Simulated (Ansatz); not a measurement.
**BiB (rocksalt type): how the settings move a single-point run**

Question: which choices in the input matter for BiB (rocksalt type)?

Computed with Ansatz 0.2.0 (reference: DFT, PBE, PAW with Ansatz's default frozen-core files, fully relativistic files with spin-orbit coupling, unless a step's input says otherwise).

1 further run of the same task is left out (set aside as unsound or not needed).

### 1 The system as given

It takes space group Fm-3m (No. 225, cubic). The conventional cell has a = 5.276 Å, b = 5.276 Å, c = 5.276 Å, α = 90.00°, β = 90.00°, γ = 90.00°. Around B (site symmetry m-3m) lie 6 Bi at 2.64 Å. Bi (site symmetry m-3m) has 6 B at 2.64 Å as nearest neighbours.

Coordinates:

```cif
data_structure
_symmetry_space_group_name_H-M 'Fm-3m'
_symmetry_Int_Tables_number 225
_cell_length_a 5.2762
_cell_length_b 5.2762
_cell_length_c 5.2762
_cell_angle_alpha 90.000
_cell_angle_beta 90.000
_cell_angle_gamma 90.000
_cell_volume 146.88
loop_
_atom_site_label
_atom_site_type_symbol
_atom_site_symmetry_multiplicity
_atom_site_Wyckoff_symbol
_atom_site_fract_x
_atom_site_fract_y
_atom_site_fract_z
_atom_site_occupancy
B1 B 4 a 0.00000 0.00000 0.00000 1
Bi1 Bi 4 b 0.50000 0.00000 0.00000 1
```

### 2 Reference

Contents of input.yaml:

```yaml
crystal:
  lattice:
    - [0.0, 2.6380753196, 2.6380753196]
    - [2.6380753196, 0.0, 2.6380753196]
    - [2.6380753196, 2.6380753196, 0.0]
  atoms:
    - { symbol: B, position: [0.0, 0.0, 0.0] }
    - { symbol: Bi, position: [0.5, 0.5, 0.5] }
kpoints:
  mp_grid: { grid: [12, 12, 12] }
  band_path:
    path:
      - [0.0, 0.0, 0.0]
      - [0.5, 0.0, 0.5]
      - [0.625, 0.25, 0.625]
      - [0.375, 0.375, 0.75]
      - [0.0, 0.0, 0.0]
      - [0.5, 0.5, 0.5]
      - [0.5, 0.25, 0.75]
      - [0.5, 0.0, 0.5]
    npoints: 5
scf:
  occupations: { method: fermi_dirac, width: 0.05 }
hamiltonian:
  xc: pbe
  pseudopotentials: { kind: paw_fr }
output:
  forces: true
  stress: true
  eigenvalues: true
  efg: { contact_densities: true }
magnetization:
  noncollinear: true
  spin_orbit: true
```

Command:

```
$ ansatz run input.yaml --threads 1 --pin off --max-ram 2048MiB --backend cpu --events-out ev --progress --plain --runs-dir out
```

### 3 Variant: mp_grid.grid [10, 10, 10], mp_grid.shift [0.5, 0.5, 0.5]

Changes to input.yaml since step 2:

```diff
@@ -9,3 +9,3 @@
 kpoints:
-  mp_grid: { grid: [12, 12, 12] }
+  mp_grid: { grid: [10, 10, 10], shift: [0.5, 0.5, 0.5] }
   band_path:
```

Before running it: what results should come out? Wanted: for each run, ending; energy change; pressure; gap; force.

As calculated:

| run | ending | energy change | pressure (GPa) | gap (eV) | force (eV/Å) | cycles | time |
| --- | --- | --- | --- | --- | --- | --- | --- |
| reference | converged | 0 | 0.9 | 0.00 | 0.00 | 7 | 23 s |
| 1: mp_grid.grid [10, 10, 10], mp_grid.shift [0.5, 0.5, 0.5] | converged | -3.5 meV/atom | 0.8 | 0.00 | 0.00 | 7 | 31 s |

Residual by cycle in the longest SCF loop of each run; runs are numbered as in the table. The quantity is the density residual dr2, in eV.

| cycle | reference | run 1 |
| --- | --- | --- |
| 1 | 1.04 | 1.05 |
| 2 | 0.454 | 0.46 |
| 3 | 0.00931 | 0.00909 |
| 4 | 5.2e-4 | 4.5e-4 |
| 5 | 5.3e-5 | 5.3e-5 |
| 6 | 4.8e-6 | 4.9e-6 |
| 7 | 8.6e-8 | 7.9e-8 |

Changing the k-point mesh moves the energy by -3.5 meV/atom. Sampling errors of the energy have no fixed sign.
